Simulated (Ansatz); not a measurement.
# TiN: the cost of one run

Computed with Ansatz 0.2.0 (DFT r2SCAN, scalar-relativistic, plane waves, PAW, unless a step's input says otherwise).

**1. The starting structure**

It takes space group Fm-3m (No. 225, cubic). The conventional cell has a = 4.188 Å, b = 4.188 Å, c = 4.188 Å, α = 90.00°, β = 90.00°, γ = 90.00°. Around Ti (site symmetry m-3m) lie 6 N at 2.09 Å. N (site symmetry m-3m) is surrounded by 6 Ti at 2.09 Å.

Coordinates:

```xyz
2
Lattice="0.0000 2.0940 2.0940 2.0940 0.0000 2.0940 2.0940 2.0940 0.0000" Properties=species:S:1:pos:R:3 pbc="T T T"
Ti    0.0000    0.0000    0.0000
N     2.0940    2.0940    2.0940
```

**2. Relaxing cell and atoms: TiN, no spin, 11 GPa**

It takes the final geometry of an earlier run.

Contents of input.yaml:

```yaml
crystal:
  lattice:
    - [0.0, 2.0940452319, 2.0940452319]
    - [2.0940452319, 0.0, 2.0940452319]
    - [2.0940452319, 2.0940452319, 0.0]
  atoms:
    - { symbol: Ti, position: [0.0, 0.0, 0.0] }
    - { symbol: "N", position: [0.5, 0.5, 0.5] }
scf:
  occupations: { method: gaussian, width: 0.1 }
output:
  forces: true
  stress: true
  eigenvalues: true
hamiltonian:
  xc: r2scan
kpoints:
  mp_grid: { grid: [16, 16, 16] }
relax:
  f_tol: 0.005
  max_steps: 60
  cell: { stress_tol: 0.02, p_target: 11.0 }
```

On the command line:

```
> ansatz run input.yaml --threads 2 --pin off --max-ram 6144MiB --backend cpu --events-out ev --progress --plain --runs-dir out
```

What time and memory should one allow on 2 threads of Intel Xeon Platinum 8259CL at 2.50GHz (Skylake/Cascade Lake), shared host?

About 12 s, with a peak of 0.47 GiB.
